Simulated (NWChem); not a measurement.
# BH3O3 (boric acid) at M06-2X/6-311+G(d,p)

What is the electronic atomisation energy of BH3O3 (boric acid) at M06-2X/6-311+G**? 

The results are computed with NWChem 7.3.0.

3 further runs of the same task are left out: 1 that didn't finish, 2 set aside as unsound or not needed.

### Step 1. The system as given

BH3O3: 7 atoms, total charge 0, spin state singlet. As SMILES, `OB(O)O`. The shape is that of a PBE0-D4/def2-TZVP optimisation. This is a higher conformer, about 20 kJ/mol above the lowest found by a separate search.

Bond lengths: O1–B2 1.367 Å, B2–O3 1.360 Å, B2–O4 1.376 Å, O1–H5 0.957 Å, O3–H6 0.959 Å, O4–H7 0.957 Å. Angles: O1–B2–O3 116.5°, O1–B2–O4 125.2°, O3–B2–O4 118.3°, B2–O1–H5 115.3°, B2–O3–H6 111.6°, B2–O4–H7 115.8°.

### Step 2. A single-point energy at M06-2X/6-311+G(d,p) (run 1)

bh3o3.nw reads:

```
echo
start bh3o3
memory stack 880 mb heap 220 mb global 1100 mb
charge 0
geometry units angstrom noautosym nocenter noautoz
  O       -1.109700       0.802600       0.321900
  B       -0.012200      -0.006800       0.228700
  O        0.501200      -0.469300       1.400100
  O        0.600700      -0.381300      -0.945400
  H       -1.457400       1.118600      -0.511500
  H        1.266800      -1.028200       1.254500
  H        0.210500      -0.035700      -1.748300
end
basis "ao basis" spherical bse
  O library 6-311+G**
  B library 6-311+G**
  H library 6-311+G**
end
dft
  xc m06-2x
  mult 1
  grid lebedev 99 14
  convergence energy 1e-08
  iterations 100
  mulliken
  print low
end
task dft
```

Command:

```sh
$ nwchem bh3o3.nw > bh3o3.out
```

The program printed:

```text
[...]
 d= 0,ls=0.0,diis     1   -252.3704046082 -3.69D+02  1.30D-02  1.07D+00     5.1
[...]
 d= 0,ls=0.0,diis    10   -252.4819193825 -5.37D-10  2.16D-07  5.34D-10    42.0
         Total DFT energy =     -252.481919382498
      One electron energy =     -576.792653586901
           Coulomb energy =      239.101935471890
    Exchange-Corr. energy =      -31.020844160767
 Nuclear repulsion energy =      116.229642893280
[...]
      Total Density - Mulliken Population Analysis
     ---------------------------------------------
    Atom       Charge   Shell Charges
 -----------   ------   -------------------------------------------------------
    1 O    8     8.38   1.09  0.91  0.97  0.98  2.09  0.77  1.47 -0.01  0.10  0.01
    2 B    5     4.63   1.13  0.86  0.49  0.61  0.94  0.04  0.15  0.02  0.03  0.35
    3 O    8     8.39   1.09  0.91  0.97  0.98  2.10  0.77  1.47 -0.02  0.11  0.01
    4 O    8     8.40   1.09  0.91  0.97  0.98  2.09  0.77  1.50 -0.04  0.12  0.01
    5 H    1     0.74   0.27  0.37  0.04  0.07
    6 H    1     0.71   0.26  0.36  0.02  0.07
    7 H    1     0.74   0.27  0.36  0.05  0.07
[...]
```

It took 43 s on 1 thread of Intel Xeon Platinum 8259CL at 2.50GHz (Skylake/Cascade Lake), shared host; peak memory 0.12 GiB.

### Step 3. The B atom (run 2)

b.nw reads:

```
start b
memory stack 880 mb heap 220 mb global 1100 mb
charge 0

geometry units angstrom noautosym nocenter noautoz
  B      0.000000     0.000000     0.000000
end

basis spherical bse
  B library 6-311+G**
end

dft
  xc m06-2x
  mult 2
  grid lebedev 99 14
  convergence energy 1e-08
  iterations 100
  mulliken
  print low
end

task dft energy
```

Run the same way, it converges to -24.64838 Eh (log not shown).

Run 3 isn't shown in full; the table further down has it.

### Step 4. The O atom, same level (run 4)

mymol.nw reads:

```
start mymol
title "O M06-2X"
memory stack 880 mb heap 220 mb global 1100 mb

geometry units angstrom noautosym nocenter noautoz
 O        0.000000       0.000000       0.000000
end

basis spherical bse
 * library 6-311+G**
end

dft
 xc m06-2x
 mult 3
 grid lebedev 99 14
 convergence energy 1e-08
 iterations 100
 mulliken
 noprint "final vectors analysis"
end

task dft
```

Run the same way, it converges to -75.06104 Eh (log not shown).

### Step 5. All runs side by side

```
run              level  partner  energy (Eh)  wall time
  1   M06-2X/6-311+G**     base  -252.481919       43 s
  2  UM06-2X/6-311+G**    atoms   -24.648379      1.6 s
  3  UM06-2X/6-311+G**    atoms    -0.498134     0.93 s
  4  UM06-2X/6-311+G**    atoms   -75.061039      2.3 s
```

### Step 6. Results

At M06-2X/6-311+G**:

| quantity | value |
| --- | --- |
| O atom: total energy | -75.06104 Eh |
| O atom: ⟨S²⟩ | 2.005 |
| electronic atomisation energy | 31.457 eV |

What this shows: Taking the molecule apart into free atoms costs 31.46 eV (725 kcal/mol), before zero-point energy and without spin-orbit coupling. All runs together took 47 s, the longest 43 s.
